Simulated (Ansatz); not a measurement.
Predict the output of the script below (Ansatz 0.2.0, Python API).

`POSCAR_hfc`
```text
HfC
1.0
   3.34286605    0.00000000    0.00000000
  -1.67143303    2.89500692    0.00000000
   0.00000000    0.00000000    5.20271400
Hf C
2 2
Direct
   0.66666667    0.33333333    0.75000000
   0.33333333    0.66666667    0.25000000
   0.00000000    0.00000000    0.00000000
   0.00000000    0.00000000    0.50000000
```

Script `edit_hfc.py`:
```python
"""Keys set on an Input object, for HfC."""

import warnings

import ansatz
from ase.io import read


def main() -> None:
    warnings.simplefilter("ignore", ansatz.DeckWarning)

    atoms = read("POSCAR_hfc", format="vasp")
    hfc = ansatz.Crystal.from_ase(atoms)

    calc = hfc.calculation()
    calc = calc.functional("mr2scan").kpoints(10, 10, 6, center="monkhorst-pack")
    calc = calc.accuracy("low")
    calc = calc.occupations("cold", width=0.15).band_table()
    typed = calc.input()
    rows = []
    for value in [2, 5, 10]:
        edited = typed.set(ansatz.key.scf.mixing.ndim, value)
        r = ansatz.Session.from_dict(edited).plan().execute().report
        rows.append((value, r["free_energy_ev"], r["n_iterations"], len(r["eigenvalues_ev"][0]) if "eigenvalues_ev" in r else 0))
    print("       history            F eV      iterations    bands listed")
    for row in rows:
        print(f"{str(row[0]):>14s}  {row[1]:14.5f}  {row[2]:14d}  {row[3]:14d}")
    print(edited.to_yaml())


if __name__ == "__main__":
    main()
```

```console
$ python edit_hfc.py
       history            F eV      iterations    bands listed
             2    -31972.86791              13              36
             5    -31972.86791               8              36
            10    -31972.86791               8              36
crystal:
  lattice:
    - [3.34286605, 0.0, 0.0]
    - [-1.67143303, 2.89500692, 0.0]
    - [0.0, 0.0, 5.202714]
  atoms:
    - { symbol: Hf, position: [0.66666667, 0.33333333, 0.75] }
    - { symbol: Hf, position: [0.3333333299999999, 0.66666667, 0.25] }
    - { symbol: C, position: [0.0, 0.0, 0.0] }
    - { symbol: C, position: [0.0, 0.0, 0.5] }
accuracy: low
kpoints:
  mp_grid:
    grid: [10, 10, 6]
    shift: [0.5, 0.5, 0.5]
hamiltonian:
  xc: mr2scan
scf:
  occupations:
    method: cold
    width: 0.15
  mixing:
    ndim: 10
output:
  eigenvalues: true
```

Notes:
- These settings explore the input space; cutoff and mesh may be short of convergence.
- The mesh is modest for a metal, so energies can be off by several to tens of meV an atom and pressures by half a GPa or more; differences at equal mesh fare better.
- The mesh has less symmetry than the crystal, which the program warned of.
- Spin-orbit coupling, which matters for elements this heavy, is left out.
- This cell is a computed structure, which may not be the phase found in nature.
- The script silences the warnings on its input, which a real study should read.
- Hardware and time: 62 s on 1 thread of Arm Neoverse V1, on a shared host, peak memory 0.58 GiB.

(Lines on the test bed's own set-up are left out of the output.)
